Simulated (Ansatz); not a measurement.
**CHBr₂I: one species, many methods**

One table from this session's results is given with a row withheld; the runs are named, their logs left out.

Method: functionals in def2-TZVPP, the program's frozen cores in correlated methods; program: Ansatz 0.2.0, Gaussian basis.

Plan: LDA (SPW92), PBE-D4, revPBE-D4, BLYP-D4, r2SCAN-D4, B97M-V, PBE0-D4, B3LYP-D4, r2SCANh-D4, r2SCAN0-D4, HSE06-D4, BHLYP-D4, CAM-B3LYP-D4, LC-ωPBE, ωB97X-V, ωB97M-V, B2PLYP, PBE-QIDH; CCSD(T)/def2-SVP; CCSD(T)/def2-TZVPP; MP2/def2-QZVPP; extrapolation to the limit; RPA on PBE.

### The relaxed structure

The geometry comes from an earlier relaxation with PBE0-D4 in a triple-zeta def2 set; it is a stationary point. I takes the def2 core potential; no spin-orbit term is included.

SMILES `BrC(Br)I`, 5 atoms, charge 0, spin multiplicity 1.

Atoms are counted from 1 here; the program's logs count them from 0.

Bond lengths: Br1–C2 1.921 Å, C2–Br3 1.921 Å, C2–I4 2.133 Å, C2–H5 1.083 Å. Angles: Br1–C2–Br3 111.8°, Br1–C2–I4 112.2°, Br1–C2–H5 107.0°, Br3–C2–I4 112.2°, Br3–C2–H5 107.0°, I4–C2–H5 106.3°.

Set-up of the first run:

in.yaml reads:

```yaml
crystal:
  periodic: [false, false, false]
  atoms:
    - {symbol: Br, position_ang: [-0.516912, 0.449525, 1.766709]}
    - {symbol: C, position_ang: [0.108168, 0.076456, -0.011557]}
    - {symbol: Br, position_ang: [1.221490, -1.488762, -0.063927]}
    - {symbol: I, position_ang: [-1.488996, -0.024524, -1.421335]}
    - {symbol: H, position_ang: [0.726051, 0.913705, -0.311289]}
basis:
  gaussian: {orbitals: def2-TZVPP}
hamiltonian: {xc: lda}
output: {orbitals: {seedname: orbitals}}
```

Launch:

```bash
> ansatz run in.yaml --threads 4 --pin off --events-out ev --progress --plain --max-ram 10444MiB
```

Steps of the session up to this table: LDA; PBE-D4 (GGA); revPBE-D4 (GGA); BLYP-D4 (GGA); r2SCAN-D4 (meta-GGA); B97M-V (meta-GGA); PBE0-D4 (hybrid); B3LYP-D4 (hybrid); r2SCANh-D4 (hybrid); r2SCAN0-D4 (hybrid); HSE06-D4 (hybrid); BHLYP-D4 (hybrid); CAM-B3LYP-D4 (range-separated); LC-ωPBE (range-separated); ωB97X-V (range-separated); ωB97M-V (range-separated); B2PLYP (double hybrid); PBE-QIDH (double hybrid).

One of the session's tables, all rows but one given; the rest of the session is left out.

It belongs to the step «Orbital energies across the functionals». 

```
  functional  HOMO (eV)  LUMO (eV)  gap (eV)
 LDA (SPW92)      -6.65      -3.29      3.36
      PBE-D4      -6.48      -3.09      3.38
   revPBE-D4      -6.42      -3.02      3.41
     BLYP-D4      -6.29      -2.98      3.31
   r2SCAN-D4      -6.79      -3.04      3.75
      B97M-V      -6.82      -2.91      3.91
     PBE0-D4      -7.66      -2.23      5.43
    B3LYP-D4      -7.41      -2.45      4.95
  r2SCANh-D4          ?          ?         ?
  r2SCAN0-D4      -7.87      -2.21      5.65
    HSE06-D4      -7.27      -2.61      4.66
    BHLYP-D4      -8.67      -1.27      7.40
CAM-B3LYP-D4      -8.93      -1.13      7.80
     LC-ωPBE     -10.30       0.07     10.38
     ωB97X-V      -9.95      -0.09      9.86
     ωB97M-V      -9.81      -0.20      9.61
```

Estimate the missing values for r2SCANh-D4.

Worked estimate for «HOMO (eV)». Against the share of exact exchange, r2SCAN-D4 (0, -6.79), r2SCAN0-D4 (0.25, -7.87) give a slope of -4.32 per unit share; at 0.1 the line stands at -7.22.

As computed: HOMO (eV): -7.22; LUMO (eV): -2.71; gap (eV): 4.51. In «HOMO (eV)» the line misses by 0.00.
